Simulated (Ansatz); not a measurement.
# C3H5B: the cost of one run

Computed with Ansatz 0.2.0, Gaussian basis. Level: the settings change from run to run.

### 1 The molecule

The structure was relaxed beforehand with PBE0-D4 in a triple-zeta def2 set.

9 atoms, charge 0, spin multiplicity 1.

Atoms are counted from 1 here; the program's logs count them from 0.

Bond lengths: C1–B2 1.551 Å, C1–H5 1.096 Å, C1–H6 1.092 Å, C1–H7 1.092 Å, B2–C3 1.473 Å, B2–C4 1.474 Å, C3–C4 1.346 Å, C3–H8 1.082 Å, C4–H9 1.082 Å. Angles: B2–C1–H5 108.5°, B2–C1–H6 112.6°, B2–C1–H7 112.8°, H5–C1–H6 106.7°, H5–C1–H7 106.9°, H6–C1–H7 109.0°, C1–B2–C3 152.9°, C1–B2–C4 152.7°, C3–B2–C4 54.3°, B2–C3–C4 62.8°, B2–C3–H8 159.1°, C4–C3–H8 138.1°, B2–C4–C3 62.8°, B2–C4–H9 159.1°, C3–C4–H9 138.1°.

### 2 CAM-B3LYP/def2-TZVPD

Set apart from the defaults: D3(BJ) dispersion.

File in.yaml:

```yaml
crystal:
  periodic: [false, false, false]
  atoms:
    - {symbol: C, position_ang: [0.385914, 1.191634, -0.773533]}
    - {symbol: B, position_ang: [0.006984, -0.062633, 0.056909]}
    - {symbol: C, position_ang: [0.180215, -1.468050, 0.463893]}
    - {symbol: C, position_ang: [-0.841485, -0.789427, 1.017701]}
    - {symbol: H, position_ang: [-0.183578, 1.173975, -1.709848]}
    - {symbol: H, position_ang: [0.127472, 2.123856, -0.266936]}
    - {symbol: H, position_ang: [1.442851, 1.216126, -1.045989]}
    - {symbol: H, position_ang: [0.607392, -2.461377, 0.511940]}
    - {symbol: H, position_ang: [-1.637264, -0.970403, 1.728662]}
basis:
  gaussian: {orbitals: def2-TZVPD}
hamiltonian: {xc: {name: CAM-B3LYP}, dispersion: d3bj}
output: {forces: true}
```

On the command line:

```sh
$ ansatz run in.yaml --threads 2 --pin off --events-out ev --progress --plain --max-ram 4352MiB
```

**Question.** How long does this run take on 2 threads of Intel Xeon Platinum 8375C at 2.90GHz, shared host, and how much memory does it need?

About 3.6 s, with a peak of 0.46 GiB.
